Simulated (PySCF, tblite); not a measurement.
# C2H5B3O2S: geometry, infrared bands and NMR shifts

Aim: predict the infrared bands and NMR shifts of C2H5B3O2S (`C=CB1OBOBS1`).

Programs: tblite 0.8.0 and PySCF 2.14.0, with density-fitted response routines of our own. Each step states its level of theory. These are calculated values for one molecule in the gas phase, unless marked as measured. Atoms count from 0, in the outputs and in this text.

## (1) The molecule as given

13 atoms, charge 0, multiplicity 1; geometry from: force field or distance geometry start.

Bonds of the start (Å): C0–C1 1.34, C1–B2 1.58, B2–O3 1.50, O3–B4 1.46, B4–O5 1.45, O5–B6 1.47, B6–S7 1.91, S7–B2 1.88, C0–H8 1.08, C0–H9 1.10, C1–H10 1.08, B4–H11 1.18, B6–H12 1.19.

## (2) Optimising the geometry with GFN2-xTB

What the job is given:

```
{"job": {"kind": "relax", "xc": "GFN2-xTB", "basis": "xTB"}, "charge": 0, "multiplicity": 1}
C      1.778400     1.100100     0.512600
C      1.616800     0.383400    -0.602600
B      0.715500    -0.904600    -0.501300
O     -0.329800    -0.962100    -1.570600
B     -1.557000    -0.400300    -1.008800
O     -2.416300    -1.058700    -0.036900
B     -1.735400    -0.889200     1.257200
S      0.106300    -1.393900     1.214100
H      2.380900     1.998100     0.566700
H      1.247100     0.765500     1.409800
H      2.102000     0.639100    -1.537300
H     -1.963700     0.575900    -1.523700
H     -1.949200     0.147100     1.803100
```

Run with:

```bash
OMP_NUM_THREADS=1 python probes_run.py task.json out
```

The driver reads the jobs from task.json and runs them one after another.

**Question.** This job is followed by: GFN2-xTB harmonic vibrations, gas phase; GIAO PBE0/pcSseg-1 NMR shielding, non-relativistic, gas phase. Predict these results of the whole session: strongest single infrared mode (GFN2-xTB); zero-point energy (GFN2-xTB); 13C shifts against TMS (PBE0/pcSseg-1); 1H shifts against TMS (PBE0/pcSseg-1); 11B shifts against BF3·OEt2 (PBE0/pcSseg-1); 17O shifts against H2O (PBE0/pcSseg-1); 33S shifts against CS2 (PBE0/pcSseg-1).

As calculated:

| quantity | value |
| --- | --- |
| strongest single infrared mode (GFN2-xTB) | 1315 cm⁻¹, 570 km/mol |
| zero-point energy (GFN2-xTB) | 51.3 kcal/mol |
| 13C shifts against TMS (PBE0/pcSseg-1) | 153.3, 144.5 ppm |
| 1H shifts against TMS (PBE0/pcSseg-1) | 7.07, 6.94, 6.61, 6.03, 4.74 ppm |
| 11B shifts against BF3·OEt2 (PBE0/pcSseg-1) | 44.1, 41.6, 23.7 ppm |
| 17O shifts against H2O (PBE0/pcSseg-1) | 235.4, 229.0 ppm |
| 33S shifts against CS2 (PBE0/pcSseg-1) | -1 ppm |

**Reading.** Relaxing lowered the energy by 3.478 eV in 100 steps; the close pair that moved most is B2–O3, from 1.496 to 1.350 Å. No mode is imaginary among the 33: a minimum at this level. The strongest single mode, at 1315 cm⁻¹, is spread over several atoms, B2, O3, O5, B6 among them. Unscaled tight-binding wavenumbers are off by several per cent, some by more. Its intensities can rank the bands wrongly. C0 (terminal =CH2 carbon) lies farthest downfield among carbon, at 153.3 ppm; as expected for a trigonal carbon in a double bond. At PBE0/pcSseg-1: The largest span, 617 ppm, is at S7, where the paramagnetic term is -558 ppm.
